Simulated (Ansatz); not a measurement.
TiAs, space group P6_3/mmc, cell relaxations under several functionals

With Ansatz 0.2.0 through its Python package.

Notebook, run cell by cell (the value of a cell's last expression is shown):

```python
import ansatz as az
import numpy as np
```

```python
def edges_and_angles(cell):
    cell = np.asarray(cell)
    a, b, c = np.linalg.norm(cell, axis=1)
    cosines = cell[1] @ cell[2] / (b * c), cell[0] @ cell[2] / (a * c), cell[0] @ cell[1] / (a * b)
    return (a, b, c, *np.degrees(np.arccos(cosines)))
```

```python
lattice = az.Lattice.of(
    (3.680188, 0.0, 0.0),
    (-1.840094, 3.187136, 0.0),
    (0.0, 0.0, 6.023667),
)
sites = [
    ('Ti', (0.0, 0.0, 0.5)),
    ('Ti', (0.0, 0.0, 0.0)),
    ('As', (2 / 3, 1 / 3, 0.75)),
    ('As', (1 / 3, 2 / 3, 0.25)),
]
tias = az.Crystal(lattice=lattice)
for symbol, position in sites:
    tias = tias.atom(symbol, position)

len(tias.resolved().sites)
```

    4

```python
setup = (
    tias.calculation()
    .basis(17 * az.Ha)
    .kpoints(7, 7, 4)
    .occupations(az.OccupationsMethod.FERMI_DIRAC, width=0.1)
    .relax(cell=True, force_tolerance=0.03)
)

levels = [('pbesol', 'd3bj'), ('blyp', 'd3bj'), ('lda', 'none')]
print('level            a       b       c    alpha   beta  gamma  V/atom  steps')
for name, dispersion in levels:
    seen = []
    run = setup.functional(name, dispersion=dispersion).session().plan()
    result = run.execute(on_event=lambda e: seen.append(e) if e['event'] == 'relax_step' else None)
    cell = result.lattice.cell_ang
    label = name if dispersion == 'none' else f'{name}+{dispersion}'
    print('{:13s} {:7.4f} {:7.4f} {:7.4f} {:6.2f} {:6.2f} {:6.2f}'.format(label, *edges_and_angles(cell)), f'{abs(np.linalg.det(cell)) / len(result.lattice.sites):7.3f} {len(seen):5d}')
```

    level            a       b       c    alpha   beta  gamma  V/atom  steps
    pbesol+d3bj    3.5357  3.5357  6.0613  90.00  90.00 120.00  16.406     5
    blyp+d3bj      3.5950  3.5950  6.0201  90.00  90.00 120.00  16.845     5
    lda            3.5678  3.5678  6.0384  90.00  90.00 120.00  16.642     5

From smallest to largest: PBEsol+D3BJ (16.41 Å³ an atom, -7.1 % against the start), LDA (16.64 Å³ an atom, -5.8 % against the start) and BLYP+D3BJ (16.85 Å³ an atom, -4.6 % against the start). The spread is 2.7 % in volume.

What to keep in mind:
- Forces vanish by symmetry, so the ions can't move, and the end may be a saddle.
- BLYP and dispersion corrections can be off by several per cent in the lattices of metals, and by several GPa in the pressure at a fixed cell.
- For a metal this k-point mesh is coarse: on a finer one energies can move by several to tens of meV an atom and pressures by half a GPa or more, differences at one mesh by less.
- The structure comes from a database of computed cells and needn't be a stable or known phase.
- Wall time of the script: 41 s on 1 thread of Arm Neoverse V2 (shared host), peak memory 0.48 GiB.
